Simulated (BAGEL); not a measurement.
**A workflow on C2H5BClF (SMILES BC(F)CCl)**

Aim: a single-point energy (HF/cc-pVDZ), then a single-point energy (NEVPT2(2,2)/cc-pVDZ) of C2H5BClF. 

The results are computed with BAGEL 1.2.2.

**1. The structure to begin with**

C2H5BClF has 10 atoms, charge 0, and is taken as a singlet. SMILES: `BC(F)CCl`. The C2–F3 distance was set to 2.217 Å, away from the relaxed value. At this shape a bond of the SMILES string is far longer than usual.

Bond lengths: B1–C2 1.558 Å, C2–C4 1.509 Å, C4–Cl5 1.782 Å, B1–H6 1.192 Å, B1–H7 1.195 Å, C2–H8 1.109 Å, C4–H9 1.090 Å, C4–H10 1.089 Å. Some angles: B1–C2–C4 115.3°, C2–C4–Cl5 112.6°, B1–C2–H8 102.6°, C4–C2–H8 107.5°, C2–B1–H6 120.8°, C2–B1–H7 118.2°, C2–C4–H9 110.7°, C2–C4–H10 110.0°, Cl5–C4–H9 106.7°, Cl5–C4–H10 107.3°. A long bond or contact: C2–F3 2.217 Å.

**2. The energy at HF/cc-pVDZ (density fitting with svp-jkfit) (run 1)**

Input file calc.json:

```json
{ "bagel": [

{
  "title": "molecule",
  "basis": "cc-pvdz.json",
  "df_basis": "svp-jkfit",
  "angstrom": true,
  "geometry": [
    { "atom": "B", "xyz": [      -1.514046,      -0.361590,      -1.006920 ] },
    { "atom": "C", "xyz": [      -0.025946,      -0.146690,      -0.599220 ] },
    { "atom": "F", "xyz": [       0.520300,      -1.080300,       1.336000 ] },
    { "atom": "C", "xyz": [       0.450454,       1.285010,      -0.625720 ] },
    { "atom": "Cl", "xyz": [       2.223854,       1.417910,      -0.519420 ] },
    { "atom": "H", "xyz": [      -2.215146,      -1.100690,      -0.388820 ] },
    { "atom": "H", "xyz": [      -1.912246,       0.177810,      -1.996320 ] },
    { "atom": "H", "xyz": [       0.523654,      -0.696090,      -1.390820 ] },
    { "atom": "H", "xyz": [       0.043654,       1.841910,       0.217980 ] },
    { "atom": "H", "xyz": [       0.144954,       1.762910,      -1.555420 ] }
  ]
},

{
  "title": "hf"
},

{
  "title": "print",
  "file": "orbitals.molden",
  "orbitals": true
}

]}
```

The basis set cc-pVDZ is read from a file made from the Basis Set Exchange's data (not shown).

On the command line:

```console
BAGEL_NUM_THREADS=1 BAGEL calc.json > calc.out
```

The program printed:

```text
* using 1 threads per process

  ===============================================================
  ===============================================================

  *** Geometry ***

  { "atom" : "B", "xyz" : [     -2.861132,     -0.683306,     -1.902803 ] },
  { "atom" : "C", "xyz" : [     -0.049031,     -0.277204,     -1.132362 ] },
  { "atom" : "F", "xyz" : [      0.983225,     -2.041471,      2.524674 ] },
  { "atom" : "C", "xyz" : [      0.851235,      2.428317,     -1.182439 ] },
  { "atom" : "Cl", "xyz" : [      4.202475,      2.679462,     -0.981562 ] },
  { "atom" : "H", "xyz" : [     -4.186019,     -2.080003,     -0.734763 ] },
  { "atom" : "H", "xyz" : [     -3.613621,      0.336012,     -3.772498 ] },
  { "atom" : "H", "xyz" : [      0.989563,     -1.315419,     -2.628269 ] },
  { "atom" : "H", "xyz" : [      0.082494,      3.480705,      0.411923 ] },
  { "atom" : "H", "xyz" : [      0.273923,      3.331417,     -2.939318 ] },

  Number of auxiliary basis functions:      520

  Since a DF basis is specified, we compute 2- and 3-index integrals:
    o Being stored without compression. Storage requirement is 0.041 GB

  Number of basis functions:       99
  Number of electrons      :       48

    * METHOD: MOLECULE                             0.31

  *** RHF ***

  === Nuclear Repulsion ===
   191.0176534774

      * DIIS with orbital gradients will be used.

  === RHF iteration (cc-pvdz.json) ===
      0       -661.81220750          0.01321567           0.10
      1       -661.87713973          0.01453799           0.09
      2       -662.09956578          0.00244759           0.09
      3       -662.10628621          0.00085806           0.09
      4       -662.10715152          0.00016237           0.09
      5       -662.10719935          0.00004888           0.09
      6       -662.10720376          0.00001664           0.09
      7       -662.10720432          0.00000664           0.09
      8       -662.10720442          0.00000307           0.09
      9       -662.10720445          0.00000109           0.09
     10       -662.10720445          0.00000035           0.09
     11       -662.10720445          0.00000015           0.09
     12       -662.10720445          0.00000007           0.09
     13       -662.10720445          0.00000004           0.09
     14       -662.10720445          0.00000002           0.09
     15       -662.10720445          0.00000001           0.09
    * SCF iteration converged.

    * Permanent dipole moment:
           (    1.314609,    -1.044695,     2.111391) a.u.

    * METHOD: HF                                   1.64

    * METHOD: PRINT                                0.03

  ===============================================================
```

It took 2.1 s on 1 thread of Arm Neoverse V1, shared host.

**3. A single-point energy at NEVPT2(2,2)/cc-pVDZ (density fitting with svp-jkfit) (run 2)**

Input file input.json:

```json
{ "bagel" : [

{
  "title" : "molecule",
  "basis" : "cc-pvdz.json",
  "df_basis" : "svp-jkfit",
  "angstrom" : true,
  "geometry" : [
    { "atom" : "B", "xyz" : [      -1.514046,      -0.361590,      -1.006920 ] },
    { "atom" : "C", "xyz" : [      -0.025946,      -0.146690,      -0.599220 ] },
    { "atom" : "F", "xyz" : [       0.520300,      -1.080300,       1.336000 ] },
    { "atom" : "C", "xyz" : [       0.450454,       1.285010,      -0.625720 ] },
    { "atom" : "Cl", "xyz" : [       2.223854,       1.417910,      -0.519420 ] },
    { "atom" : "H", "xyz" : [      -2.215146,      -1.100690,      -0.388820 ] },
    { "atom" : "H", "xyz" : [      -1.912246,       0.177810,      -1.996320 ] },
    { "atom" : "H", "xyz" : [       0.523654,      -0.696090,      -1.390820 ] },
    { "atom" : "H", "xyz" : [       0.043654,       1.841910,       0.217980 ] },
    { "atom" : "H", "xyz" : [       0.144954,       1.762910,      -1.555420 ] }
  ]
},

{
  "title" : "hf"
},

{
  "title" : "nevpt2",
  "nstate" : 1,
  "nact" : 2,
  "nclosed" : 23,
  "active" : [24, 25],
  "maxiter" : 200,
  "natocc" : true,
  "ncore" : 9
},

{
  "title" : "print",
  "file" : "orbitals.molden",
  "orbitals" : true
}

]}
```

The basis set cc-pVDZ is read from a file made from the Basis Set Exchange's data (not shown).

On the command line:

```console
BAGEL_NUM_THREADS=1 BAGEL input.json > input.out
```

The program printed:

```text
* using 1 threads per process

  ===============================================================
  ===============================================================

  *** Geometry ***

  { "atom" : "B", "xyz" : [     -2.861132,     -0.683306,     -1.902803 ] },
  { "atom" : "C", "xyz" : [     -0.049031,     -0.277204,     -1.132362 ] },
  { "atom" : "F", "xyz" : [      0.983225,     -2.041471,      2.524674 ] },
[... 6 lines of this table left out ...]
  { "atom" : "H", "xyz" : [      0.273923,      3.331417,     -2.939318 ] },

  Number of auxiliary basis functions:      520

  Since a DF basis is specified, we compute 2- and 3-index integrals:
    o Being stored without compression. Storage requirement is 0.041 GB

  Number of basis functions:       99
  Number of electrons      :       48

    * METHOD: MOLECULE                             0.31

  *** RHF ***

[... 11 lines left out ...]
    * SCF iteration converged.
[... 1 line left out ...]
    * Permanent dipole moment:
[... 22 lines left out ...]
      0  0      -662.11922858     3.95e-03      0.03

      1  0      -662.14833288     3.08e-03      0.52
[... 39 lines of this table left out ...]
     21  0      -662.17328538     9.82e-09      0.40

    * Second-order optimization converged. *

     guess   0:   closed 1.                   open ..

  === FCI iteration ===

      0  0      -662.08216877     1.22e-01      0.00
      1  0      -662.15681735     4.09e-02      0.00
      2  0 *    -662.17328538     2.37e-16      0.00

     * ci vector, state   0, <S^2> = 0.0000
       2.     0.9315418937
       .2    -0.3636340197

  === DF-NEVPT2 calculation ===

    * 3-index integral transformation done
    * assembly done

      NEVPT2 correlation energy:   -0.6350321807      0.32

          (+0)     -0.5187538021
          (+0)'    -0.0350592203
          (+1)     -0.0196894784
          (+1)'    -0.0000000000
          (+2)     -0.0008524706
          (-1)     -0.0586869862
          (-1)'     0.0000000000
          (-2)     -0.0019902231

      NEVPT2 total energy:       -662.8083175558

    * METHOD: NEVPT2                              12.51

    * METHOD: PRINT                                0.03

  ===============================================================
```

Run time: 15 s. Hardware: 1 thread of Arm Neoverse V1, shared host.

**4. Outcome**

| quantity | value |
| --- | --- |
| run 1, HF/cc-pVDZ: total energy | -662.10720 Eh |
| run 1, HF/cc-pVDZ: dipole moment | 6.86 D |
| run 1, HF/cc-pVDZ: HOMO energy | -11.80 eV |
| run 1, HF/cc-pVDZ: LUMO energy | 0.54 eV |
| run 1, HF/cc-pVDZ: HOMO–LUMO gap | 12.34 eV |
| run 2, NEVPT2(2,2)/cc-pVDZ: total energy | -662.80832 Eh |
